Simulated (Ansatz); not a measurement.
# Bi2Te3: the cost of one run

Method: DFT PBEsol, scalar-relativistic, plane waves, PAW, in Ansatz 0.2.0.

1 further run of the same task is left out (set aside as unsound or not needed).

### 1 The structure to begin with

Symmetry: R-3m, No. 166, trigonal system. Conventional cell: a = 4.381 Å, b = 4.381 Å, c = 30.323 Å, α = 90.00°, β = 90.00°, γ = 120.00°. Bi (site symmetry 3m) has 6 Te at 3.06 to 3.23 Å in its first shell of neighbours. Around Te (site symmetry -3m) lie 6 Bi at 3.23 Å. Te (site symmetry 3m) is surrounded by 3 Bi at 3.06 Å.

As a file:

```xyz
5
Lattice="2.1904 1.2646 10.1078 -2.1904 1.2646 10.1078 0.0000 -2.5293 10.1078" Properties=species:S:1:pos:R:3 pbc="T T T"
Bi    0.0000    0.0000   12.1240
Bi    0.0000    0.0000   18.1993
Te    0.0000    0.0000    0.0000
Te    0.0000    0.0000    6.3681
Te    0.0000    0.0000   23.9552
```

It is the result of an earlier relaxation at this level (volume 33.60 Å³/atom; gap on the mesh: 0.22 eV).

Bulk energy on matching settings, from an earlier run: -9037.9315 eV/atom.

### 2 The (101) slab

Planes are indexed in the bulk's conventional cell (R-3m (No. 166)), a = 4.381 Å, b = 4.381 Å, c = 30.323 Å, α = 90.00°, β = 90.00°, γ = 120.00°.

The slab is a (101) slab, 10.5 Å thick as cut, with 15 Å of vacuum; its outer planes are Te (top) and Te (bottom).

The slab as cut. Its planes from the bottom up:

| plane | atoms per cell | height over the lowest (Å) |
| --- | --- | --- |
| 1 | Te | 0.00 |
| 2 | Te | 0.79 |
| 3 | Bi | 1.51 |
| 4 | Bi | 2.26 |
| 5 | Te | 2.97 |
| 6 | Te | 3.76 |
| 7 | Te | 4.56 |
| 8 | Bi | 5.27 |
| 9 | Bi | 6.02 |
| 10 | Te | 6.74 |
| 11 | Te | 7.53 |
| 12 | Te | 8.32 |
| 13 | Bi | 9.03 |
| 14 | Bi | 9.79 |
| 15 | Te | 10.50 |

### 3 Single point on the unrelaxed (101) slab

The cell repeats along c, and a dipole correction in the vacuum removes the field between the copies.

input.yaml reads:

```yaml
crystal:
  lattice:
    - [4.3808388087, 0.0, 0.0]
    - [-2.1904194044, 10.1865714825, 0.0]
    - [0.0, 0.0, 25.5031180463]
  atoms:
    - { symbol: Te, position: [0.5231189703, 0.0462379405, 0.2940816878] }
    - { symbol: Te, position: [0.212964574, 0.4259291479, 0.3250811515] }
    - { symbol: Bi, position: [0.9326249399, 0.8652498797, 0.3531006747] }
    - { symbol: Bi, position: [0.6367319709, 0.2734639418, 0.3826747303] }
    - { symbol: Te, position: [0.3563923368, 0.7127846737, 0.4106942535] }
    - { symbol: Te, position: [0.0462379405, 0.092475881, 0.4416937172] }
    - { symbol: Te, position: [0.7360835442, 0.4721670884, 0.4726931809] }
    - { symbol: Bi, position: [0.4557439101, 0.9114878203, 0.5007127041] }
    - { symbol: Bi, position: [0.1598509412, 0.3197018824, 0.5302867596] }
    - { symbol: Te, position: [0.8795113071, 0.7590226142, 0.5583062828] }
    - { symbol: Te, position: [0.5693569108, 0.1387138216, 0.5893057465] }
    - { symbol: Te, position: [0.2592025145, 0.5184050289, 0.6203052102] }
    - { symbol: Bi, position: [0.9788628804, 0.9577257608, 0.6483247334] }
    - { symbol: Bi, position: [0.6829699114, 0.3659398229, 0.677898789] }
    - { symbol: Te, position: [0.4026302774, 0.8052605547, 0.7059183122] }
basis:
  ecutwfc: 420
kpoints:
  mp_grid: { grid: [8, 4, 1] }
hamiltonian:
  xc: pbesol
scf:
  occupations: { method: gaussian, width: 0.05 }
output:
  forces: true
  stress: true
  eigenvalues: true
  write_density: true
  write_potential: true
  elf: true
  volumetric_format: npy
efield:
  axis: 3
  dipole_correction: true
  ramp_width: 0.04
```

Started as:

```bash
ansatz run input.yaml --threads 2 --pin off --max-ram 5120MiB --backend cpu --events-out ev --progress --plain --runs-dir out
```

What time and memory should one allow on 2 threads of Intel Xeon Platinum 8375C at 2.90GHz (Ice Lake), shared host?

About 2.6 min, with a peak of 3.2 GiB.
